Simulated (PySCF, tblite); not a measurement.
**C5H11F3Si2: geometry, infrared bands and NMR shifts**

Wanted: the infrared bands and NMR shifts of C5H11F3Si2 (`C[Si@@H]1[SiH2]CC[C@@H]1C(F)(F)F`), by calculation.

Computed with tblite 0.8.0 and PySCF 2.14.0, with density-fitted response routines of our own, on a single molecule in the gas phase. Atoms are numbered from 0 throughout.

## (1) The starting structure

21 atoms, charge 0, multiplicity 1; geometry from: force field or distance geometry start.

Bonds of the start (Å): C0–Si1 1.84, Si1–Si2 2.35, Si2–C3 1.92, C3–C4 1.53, C4–C5 1.54, C5–C6 1.52, C6–F7 1.35, C6–F8 1.35, C6–F9 1.35, C5–Si1 1.92, C0–H10 1.09, C0–H11 1.08, C0–H12 1.09, Si1–H13 1.50, Si2–H14 1.48, Si2–H15 1.49, C3–H16 1.11, C3–H17 1.10, C4–H18 1.10, C4–H19 1.09, C5–H20 1.10.

## (2) Relaxing the molecule with GFN2-xTB

What the job is given:

```
{"job": {"kind": "relax", "xc": "GFN2-xTB", "basis": "xTB"}, "charge": 0, "multiplicity": 1}
C      2.376500     0.532500    -0.280200
Si     1.023300    -0.034600     0.832500
Si     0.380500    -2.218000     0.246100
C     -1.401900    -1.657700    -0.177600
C     -1.425600    -0.188000    -0.594800
C     -0.710600     0.703600     0.443600
C     -0.643200     2.152300    -0.014400
F      0.019200     2.285500    -1.177900
F     -0.027100     2.930400     0.903200
F     -1.895500     2.640000    -0.183800
H      2.599000     1.588700    -0.107300
H      3.286300    -0.036700    -0.122200
H      2.083800     0.432200    -1.322500
H      1.354900     0.084700     2.285700
H      1.090100    -2.654600    -0.973700
H      0.405200    -3.177700     1.384600
H     -2.024600    -1.793000     0.725600
H     -1.816100    -2.304800    -0.960000
H     -0.945000    -0.078600    -1.579400
H     -2.459300     0.142400    -0.715600
H     -1.278900     0.668300     1.387700
```

Launch:

```bash
$ OMP_NUM_THREADS=1 python probes_run.py task.json out
```

The driver reads the jobs from task.json and runs them one after another.

What it wrote:

```text
step      E/eV     max force
  0    -924.23845    1.789
  1    -924.33032    0.776
  2    -924.37655    0.355
  3    -924.39385    0.369
  4    -924.40585    0.285
  5    -924.41667    0.238
  6    -924.42941    0.337
  7    -924.44442    0.410
  8    -924.45585    0.313
  9    -924.46193    0.147
 10    -924.46529    0.126
 11    -924.46799    0.172
 12    -924.47088    0.201
 13    -924.47353    0.150
 14    -924.47548    0.094
 15    -924.47686    0.077
 16    -924.47804    0.091
 17    -924.47902    0.070
 18    -924.47969    0.051
 19    -924.48022    0.048
 20    -924.48079    0.067
 21    -924.48141    0.068
 22    -924.48195    0.044
 23    -924.48235    0.041
 24    -924.48268    0.046
 25    -924.48304    0.062
 26    -924.48342    0.057
 27    -924.48378    0.039
 28    -924.48418    0.040
 29    -924.48466    0.049
 30    -924.48516    0.052
 31    -924.48556    0.044
 32    -924.48583    0.043
 33    -924.48606    0.035
 34    -924.48633    0.040
 35    -924.48666    0.043
 36    -924.48699    0.047
 37    -924.48728    0.048
 38    -924.48755    0.038
 39    -924.48778    0.033
 40    -924.48800    0.034
 41    -924.48818    0.032
 42    -924.48836    0.035
 43    -924.48853    0.032
 44    -924.48869    0.028
 45    -924.48883    0.026
 46    -924.48894    0.023
 47    -924.48901    0.018
 48    -924.48904    0.014
 49    -924.48907    0.015
 50    -924.48910    0.012
 51    -924.48912    0.010
```

It took 1.7 s on 1 thread of AMD EPYC, shared host; peak memory 0.18 GiB.

Step by step: (not every step is listed)

```csv
step,energy from step 0 (eV),largest force (eV/Å)
0,0.0000,1.7888
1,-0.0919,0.7758
2,-0.1381,0.3548
3,-0.1554,0.3694
4,-0.1674,0.2854
5,-0.1782,0.2377
6,-0.1910,0.3368
7,-0.2060,0.4104
8,-0.2174,0.3129
11,-0.2295,0.1722
14,-0.2370,0.0939
17,-0.2406,0.0699
20,-0.2423,0.0670
23,-0.2439,0.0409
26,-0.2450,0.0570
29,-0.2462,0.0492
32,-0.2474,0.0427
35,-0.2482,0.0426
38,-0.2491,0.0376
41,-0.2497,0.0323
44,-0.2502,0.0276
46,-0.2505,0.0226
47,-0.2506,0.0184
48,-0.2506,0.0139
49,-0.2506,0.0147
50,-0.2507,0.0124
51,-0.2507,0.0097
```

Close pairs (by a distance rule), those that changed most:

```csv
bond,before (Å),after (Å),change (Å)
C0–Si1,1.841,1.899,+0.058
Si1–Si2,2.350,2.324,-0.027
C5–C6,1.521,1.496,-0.025
Si1–H13,1.495,1.472,-0.024
Si2–H15,1.489,1.466,-0.023
Si1–C5,1.924,1.939,+0.015
C3–H16,1.105,1.091,-0.014
C4–C5,1.544,1.532,-0.012
```

The end geometry stands in the next job.

## (3) Harmonic vibrations with GFN2-xTB

What the job is given:

```
{"job": {"kind": "ir", "xc": "GFN2-xTB", "basis": "xTB"}, "charge": 0, "multiplicity": 1}
C      2.395204     0.655029    -0.280212
Si     1.057526    -0.109783     0.829925
Si     0.344641    -2.247632     0.263956
C     -1.436822    -1.681362    -0.161174
C     -1.407662    -0.214891    -0.591952
C     -0.688486     0.644914     0.452539
C     -0.611333     2.069427     0.002293
F     -0.008861     2.222182    -1.191063
F      0.078637     2.842899     0.865461
F     -1.818865     2.659923    -0.125520
H      2.530544     1.712625    -0.071109
H      3.349026     0.162177    -0.118663
H      2.147814     0.559758    -1.334053
H      1.346299     0.245620     2.228573
H      0.969451    -2.852447    -0.920571
H      0.308109    -3.282026     1.302202
H     -2.077640    -1.779835     0.716684
H     -1.895517    -2.278657    -0.947617
H     -0.883277    -0.125185    -1.547909
H     -2.426818     0.154867    -0.744733
H     -1.280889     0.659339     1.372471
```

What it wrote:

```text
mode    cm-1     km/mol
  1      46.8      0.46
  2      64.2      0.02
  3     120.2      1.94
  4     129.9      2.20
  5     149.9      0.16
  6     159.9      0.76
  7     176.3      5.01
  8     222.8      8.78
  9     254.6      2.45
 10     330.4     14.61
 11     373.2      8.47
 12     402.9      8.86
 13     411.7      8.36
 14     440.4      4.47
 15     474.4      5.74
 16     508.9     12.46
 17     524.7     31.08
 18     559.2    306.06
 19     604.3     32.05
 20     632.2     85.19
 21     636.8     18.96
 22     660.8     65.92
 23     692.3     51.16
 24     764.3     66.25
 25     773.0     65.73
 26     795.3    275.29
 27     817.5     58.62
 28     827.0     68.62
 29     878.1     34.77
 30     955.7     16.39
 31     992.7     16.77
 32    1006.1    267.98
 33    1039.0    234.24
 34    1076.0     22.39
 35    1123.6     23.95
 36    1174.1     17.69
 37    1197.9    172.91
 38    1236.9     86.18
 39    1279.4     39.74
 40    1293.2      4.50
 41    1348.5     16.24
 42    1368.0     12.92
 43    1470.1      2.29
 44    1477.0      0.86
 45    1483.2      2.28
 46    1507.7      3.38
 47    2178.0    128.87
 48    2199.8    491.58
 49    2226.4    293.70
 50    2938.3     28.56
 51    2946.5     31.00
 52    2965.3     14.76
 53    2977.5     60.43
 54    3006.3     24.59
 55    3034.4     18.11
 56    3035.7      6.25
 57    3044.4     19.70
```

It took 4.1 s on 1 thread of AMD EPYC, shared host; peak memory 0.18 GiB.

The strongest bands and the atoms that carry them (share of the mass-weighted mode):

```csv
cm⁻¹,km/mol,atoms
559,306.1,"H13 62 %, H14 11 %"
795,275.3,"H15 42 %, H14 42 %"
1006,268.0,"C6 62 %, F9 17 %"
1039,234.2,"C6 55 %, F8 12 %"
1198,172.9,"C6 58 %, H20 23 %"
2178,128.9,"H13 83 %, H14 13 %"
2200,491.6,"H14 82 %, H13 14 %"
2226,293.7,H15 94 %
```

## (4) Nuclear shieldings: PBE0/pcSseg-1

The job, as its differences from that of step 3:

```diff
@@ -1,2 +1,2 @@
-{"job": {"kind": "ir", "xc": "GFN2-xTB", "basis": "xTB"}, "charge": 0, "multiplicity": 1}
+{"job": {"kind": "nmr", "xc": "PBE0", "basis": "pcSseg-1"}, "charge": 0, "multiplicity": 1}
 C      2.395204     0.655029    -0.280212
```

With the program's defaults for keys left out, this is: GIAO PBE0/pcSseg-1 NMR shielding, non-relativistic, gas phase.

What it wrote:

```text
coarse grid: 18760 points
cycle   1  E = -1074.6375379291  dE =  1.180e+00  |g| = 9.378e-01  |ddm| = 4.078e+00
cycle   2  E = -1074.5070416191  dE =  1.305e-01  |g| = 1.327e+00  |ddm| = 1.226e+00
cycle   3  E = -1074.7979489989  dE = -2.909e-01  |g| = 7.683e-02  |ddm| = 7.332e-01
cycle   4  E = -1074.7987997918  dE = -8.508e-04  |g| = 4.404e-02  |ddm| = 9.158e-02
cycle   5  E = -1074.7992385430  dE = -4.388e-04  |g| = 6.010e-03  |ddm| = 4.143e-02
cycle   6  E = -1074.7992468967  dE = -8.354e-06  |g| = 2.076e-03  |ddm| = 9.883e-03
final grid: 173800 points
cycle   7  E = -1074.8759902228  dE = -5.746e-05  |g| = 1.095e-02  |ddm| = 3.720e-02
cycle   8  E = -1074.8759675298  dE =  2.269e-05  |g| = 1.511e-02  |ddm| = 2.203e-02
cycle   9  E = -1074.8760178658  dE = -5.034e-05  |g| = 8.653e-04  |ddm| = 1.281e-02
cycle  10  E = -1074.8760179835  dE = -1.177e-07  |g| = 3.360e-04  |ddm| = 9.299e-04
cycle  11  E = -1074.8760180052  dE = -2.174e-08  |g| = 7.457e-05  |ddm| = 2.995e-04
cycle  12  E = -1074.8760180064  dE = -1.218e-09  |g| = 1.704e-05  |ddm| = 8.643e-05
cycle  13  E = -1074.8760180065  dE = -5.070e-11  |g| = 5.160e-06  |ddm| = 1.755e-05
converged SCF energy = -1074.8760180065

GIAO shielding tensors (ppm)
atom      isotropic    diamagn.    paramagn.     s11        s22        s33       span
  0 C      192.876     252.839     -59.963    186.710    192.298    199.619     12.909
  1 Si     386.213     881.516    -495.303    348.213    399.241    411.183     62.970
  2 Si     420.061     880.645    -460.584    390.572    404.468    465.143     74.571
  3 C      174.353     251.563     -77.210    159.636    169.181    194.242     34.607
  4 C      158.460     249.553     -91.093    138.763    166.079    170.539     31.777
  5 C      146.793     258.032    -111.239    125.873    143.634    170.871     44.998
  6 C       48.256     243.802    -195.545     37.392     46.310     61.067     23.675
  7 F      255.674     477.198    -221.523    167.149    266.961    332.913    165.763
  8 F      239.566     474.942    -235.375    148.492    231.131    339.076    190.584
  9 F      243.565     472.726    -229.161    147.302    238.231    345.163    197.861
 10 H       30.932      30.139       0.793     25.276     29.664     37.856     12.580
 11 H       31.606      28.864       2.741     26.283     28.272     40.261     13.977
 12 H       31.346      31.995      -0.649     26.991     29.892     37.155     10.164
 13 H       27.251      29.905      -2.654     23.864     24.807     33.082      9.218
 14 H       27.939      29.268      -1.329     24.668     25.200     33.947      9.279
 15 H       27.806      28.942      -1.137     24.084     25.030     34.303     10.219
 16 H       30.988      30.911       0.077     25.657     28.698     38.609     12.952
 17 H       30.170      29.495       0.675     24.494     27.495     38.521     14.027
 18 H       30.233      33.130      -2.897     25.806     30.319     34.575      8.769
 19 H       29.177      31.279      -2.103     22.297     29.309     35.924     13.628
 20 H       29.979      33.597      -3.618     26.821     28.742     34.375      7.554
```

Wall time 2.3 min (1 thread of AMD EPYC, shared host); peak memory 1.1 GiB.

Shifts follow as δ = σ(reference) − σ, with reference shieldings (ppm) from runs at the same level and on the same kind of geometry: 1H TMS 31.72, 13C TMS 186.9, 29Si TMS 349.2, 19F CFCl3 170.9. The references are single molecules in the gas phase, so shifts against H2O, NH3, PH3, H3PO4 or CFCl3 are not on the usual liquid scales and can be off by tens of ppm. Atoms listed in one row are averaged.

```csv
atoms,environment,σ (ppm),δ (ppm),δ scaled to CDCl3
C6,CF3 carbon,48.3,138.7,133.4
C5,sp3 CH bonded to Si,146.8,40.1,37.3
C4,sp3 CH2 in a ring,158.5,28.5,25.9
C3,sp3 CH2 bonded to Si,174.4,12.6,10.4
C0,methyl carbon bonded to Si,192.9,-6.0,-7.7
H13,"hydrogen on a silicon bonded to 2 C, Si, in a 5-membered ring",27.25,4.47,–
H15,"hydrogen on a silicon bonded to C, Si, in a 5-membered ring",27.81,3.91,–
H14,"hydrogen on a silicon bonded to C, Si, in a 5-membered ring",27.94,3.78,–
H19,hydrogen on an sp3 CH2 in a ring,29.18,2.54,2.50
H20,hydrogen on an sp3 CH bonded to Si,29.98,1.74,1.74
H17,hydrogen on an sp3 CH2 bonded to Si,30.17,1.55,1.56
H18,hydrogen on an sp3 CH2 in a ring,30.23,1.48,1.50
H16,hydrogen on an sp3 CH2 bonded to Si,30.99,0.73,0.79
"H10, H11, H12",hydrogen on a methyl carbon bonded to Si,31.29,0.42,0.50
Si1,"silicon bonded to 2 C, Si, H, in a 5-membered ring",386.2,-37.1,–
Si2,"silicon bonded to C, Si, 2 H, in a 5-membered ring",420.1,-70.9,–
"F7, F8, F9",fluorine of a CF3 group,246.3,-75.3,–
```

The scaled column applies a straight-line fit of computed shieldings to shifts measured in CDCl3, and one for carbons that bear F (root-mean-square error 0.16 ppm for H, 1.9 ppm for C).

The run also stored atomic charges by several schemes (e):

```csv
atoms,Mulliken,IAO,Hirshfeld,ESP fit
C0,-0.60,-0.70,-0.22,-0.53
Si1,0.49,0.60,0.27,0.38
Si2,0.35,0.43,0.24,0.16
C3,-0.48,-0.52,-0.15,-0.20
C4,-0.22,-0.25,-0.08,-0.06
C5,-0.64,-0.42,-0.14,-0.22
C6,0.87,0.80,0.26,0.44
"F7, F8, F9",-0.28,-0.29,-0.09,-0.18
```

Mayer bond orders: C0–Si1 0.98, Si1–Si2 0.92, Si2–C3 0.91, C3–C4 1.04, C4–C5 0.98, C5–C6 1.03, C6–F7 0.97, C6–F8 0.97, C6–F9 0.99, C5–Si1 0.79.

Ring of atoms Si1, Si2, C3, C4, C5: NICS(0) -4.3, NICS(1) -3.7, NICS(1)zz -0.3 ppm (means of both faces).

## (5) Outcome

```
                                                                 quantity                                                     value
                                strongest single infrared mode (GFN2-xTB)                                     2200 cm⁻¹, 492 km/mol
                                             zero-point energy (GFN2-xTB)                                             92.9 kcal/mol
                                   13C shifts against TMS (PBE0/pcSseg-1)                         138.7, 40.1, 28.5, 12.6, -6.0 ppm
   1H shifts against TMS (PBE0/pcSseg-1, means over atoms taken as alike)  4.47, 3.91, 3.78, 2.54, 1.74, 1.55, 1.48, 0.73, 0.42 ppm
                                  29Si shifts against TMS (PBE0/pcSseg-1)                                          -37.1, -70.9 ppm
19F shifts against CFCl3 (PBE0/pcSseg-1, means over atoms taken as alike)                                                 -75.3 ppm
```

Relaxing lowered the energy by 0.251 eV in 51 steps; the close pair that moved most is C0–Si1, from 1.841 to 1.899 Å. All 57 modes are real, so the xTB geometry is a minimum. The strongest single mode, at 2200 cm⁻¹, moves mainly H14. GFN2-xTB is a fitted tight-binding method: band positions and strengths are rough. Its intensities can rank the bands wrongly. At PBE0/pcSseg-1: The largest span, 185 ppm, is at F7, F8, F9, where the paramagnetic term is -229 ppm.
